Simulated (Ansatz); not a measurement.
# NiPt3 (Pm-3m) in Ansatz: equation of state

Aim: energy against volume of NiPt3 in PBEsol, for its equilibrium volume and stiffness.

Everything below comes from runs of Ansatz 0.2.0. Logs are shortened: lines on timing, memory, paths and dates and some standing lists are left out, and cuts for length are marked.

### 1 The crystal as given

The structure is cubic, space group Pm-3m (No. 221). The conventional cell has a = 3.855 Å, b = 3.855 Å, c = 3.855 Å, α = 90.00°, β = 90.00°, γ = 90.00°. Pt (site symmetry 4/mmm) has 8 Pt at 2.73 Å and 4 Ni at 2.73 Å as nearest neighbours. Ni (site symmetry m-3m) has 12 Pt at 2.73 Å as nearest neighbours.

The cell comes from a database or a generator and needn't be the stable form of this composition.

### 2 Equation of state, PBEsol, collinear spin, ferromagnetic start

Potentials or basis: all-electron LAPW, scalar-relativistic.

No new run: the results of the series are fitted here.

What came out:

- Equilibrium volume: 13.98 Å³/atom
- Bulk modulus: 271 GPa
- Pressure derivative of the bulk modulus: 5.3

Energy against volume, from the lowest point:
```tsv
volume (Å³/atom)	energy (meV/atom)
13.463	16.97
13.750	2.98
14.036	0.00
14.323	6.72
14.609	21.95
14.896	44.64
15.182	73.89
```
